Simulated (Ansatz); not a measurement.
# EuBrO: the cost of one run

Program: Ansatz 0.2.0. Level of theory: DFT r²SCAN+U (U = 4 eV, J = 0.7 eV on Eu f), plane waves, PAW, no spin–orbit coupling unless a run says so. These are calculated values, not measurements.

**1. Starting point**

It takes space group P4/nmm (No. 129, tetragonal). The conventional cell has a = 4.121 Å, b = 4.121 Å, c = 7.266 Å, α = 90.00°, β = 90.00°, γ = 90.00°. Around Eu (site symmetry 4mm) lie 4 O at 2.55 Å and 5 Br at 3.10 to 3.23 Å. O (site symmetry -4m2) has 4 Eu at 2.55 Å in its first shell of neighbours. Br (site symmetry 4mm) is surrounded by 5 Eu at 3.10 to 3.23 Å.

As a file:

```
CELL_PARAMETERS angstrom
4.12131 0.00000 0.00000
0.00000 4.12131 0.00000
0.00000 0.00000 7.26594
ATOMIC_POSITIONS crystal
Eu 0.50000 0.00000 0.20580
Eu 0.00000 0.50000 0.79420
O 0.00000 0.00000 0.00000
O 0.50000 0.50000 0.00000
Br 0.50000 0.00000 0.64970
Br 0.00000 0.50000 0.35030
```

Magnetic order typed: ferromagnetic.

An earlier series on this cell reached its lowest free state from «random orbitals: fully mixed, first filling», perhaps among other starts.

**2. Random orbitals: single harmonics, second filling**

Contents of input.yaml:

```yaml
crystal:
  lattice:
    - [4.12130988, 0.0, 0.0]
    - [0.0, 4.12130988, 0.0]
    - [0.0, 0.0, 7.2659395]
  atoms:
    - { symbol: Eu, position: [0.5, 0.0, 0.2058], spin: 4.0 }
    - { symbol: Eu, position: [0.0, 0.5, 0.7942], spin: 2.0 }
    - { symbol: O, position: [0.0, 0.0, 0.0] }
    - { symbol: O, position: [0.5, 0.5, 0.0] }
    - { symbol: Br, position: [0.5, 0.0, 0.6497] }
    - { symbol: Br, position: [0.0, 0.5, 0.3503] }
basis:
  ecutwfc: 500
  ecutrho_ratio: 4
kpoints:
  mp_grid: { grid: [5, 5, 3] }
hamiltonian:
  xc: r2scan
  hubbard:
    sites:
      - { site: 0, l: f, u: 4.0, j: 0.7, starting_ns: [{ spin: up, occupation_matrix: s0up }, { spin: down, occupation_matrix: s0down }] }
      - { site: 1, l: f, u: 4.0, j: 0.7, starting_ns: [{ spin: up, occupation_matrix: s1up }, { spin: down, occupation_matrix: s1down }] }
    occupation_matrices:
      s0up:
        matrix:
          - [0.97, 0.0, 0.0, 0.0, 0.0, 0.0, 0.0]
          - [0.0, 0.97, 0.0, 0.0, 0.0, 0.0, 0.0]
          - [0.0, 0.0, 0.97, 0.0, 0.0, 0.0, 0.0]
          - [0.0, 0.0, 0.0, 0.02, 0.0, 0.0, 0.0]
          - [0.0, 0.0, 0.0, 0.0, 0.97, 0.0, 0.0]
          - [0.0, 0.0, 0.0, 0.0, 0.0, 0.97, 0.0]
          - [0.0, 0.0, 0.0, 0.0, 0.0, 0.0, 0.02]
      s0down:
        matrix:
          - [0.02, 0.0, 0.0, 0.0, 0.0, 0.0, 0.0]
          - [0.0, 0.02, 0.0, 0.0, 0.0, 0.0, 0.0]
          - [0.0, 0.0, 0.02, 0.0, 0.0, 0.0, 0.0]
          - [0.0, 0.0, 0.0, 0.97, 0.0, 0.0, 0.0]
          - [0.0, 0.0, 0.0, 0.0, 0.02, 0.0, 0.0]
          - [0.0, 0.0, 0.0, 0.0, 0.0, 0.02, 0.0]
          - [0.0, 0.0, 0.0, 0.0, 0.0, 0.0, 0.02]
      s1up:
        matrix:
          - [0.02, 0.0, 0.0, 0.0, 0.0, 0.0, 0.0]
          - [0.0, 0.97, 0.0, 0.0, 0.0, 0.0, 0.0]
          - [0.0, 0.0, 0.97, 0.0, 0.0, 0.0, 0.0]
          - [0.0, 0.0, 0.0, 0.02, 0.0, 0.0, 0.0]
          - [0.0, 0.0, 0.0, 0.0, 0.02, 0.0, 0.0]
          - [0.0, 0.0, 0.0, 0.0, 0.0, 0.97, 0.0]
          - [0.0, 0.0, 0.0, 0.0, 0.0, 0.0, 0.97]
      s1down:
        matrix:
          - [0.97, 0.0, 0.0, 0.0, 0.0, 0.0, 0.0]
          - [0.0, 0.02, 0.0, 0.0, 0.0, 0.0, 0.0]
          - [0.0, 0.0, 0.02, 0.0, 0.0, 0.0, 0.0]
          - [0.0, 0.0, 0.0, 0.02, 0.0, 0.0, 0.0]
          - [0.0, 0.0, 0.0, 0.0, 0.97, 0.0, 0.0]
          - [0.0, 0.0, 0.0, 0.0, 0.0, 0.02, 0.0]
          - [0.0, 0.0, 0.0, 0.0, 0.0, 0.0, 0.02]
    ns_hold: { iters: 12 }
scf:
  occupations: { method: gaussian, width: 0.05 }
  lower_state_search: "off"
  max_iter: 150
output:
  forces: true
  stress: true
  eigenvalues: true
  populations: true
  hubbard: { sites: [{ site: 0, l: f }, { site: 1, l: f }] }
magnetization:
  spin_polarized: true
```

The typed matrices put 0.97 on the chosen orbitals and 0.02 on the others, and are held for 12 cycles.

Launch:

```console
> ansatz run input.yaml --threads 8 --pin off --max-ram 12288MiB --backend cpu --events-out ev --progress --plain --runs-dir out
```

**Question.** How long does this run take on 8 threads of Arm Neoverse V2, shared host, and how much memory does it need?

About 31 s, with a peak of 0.95 GiB.
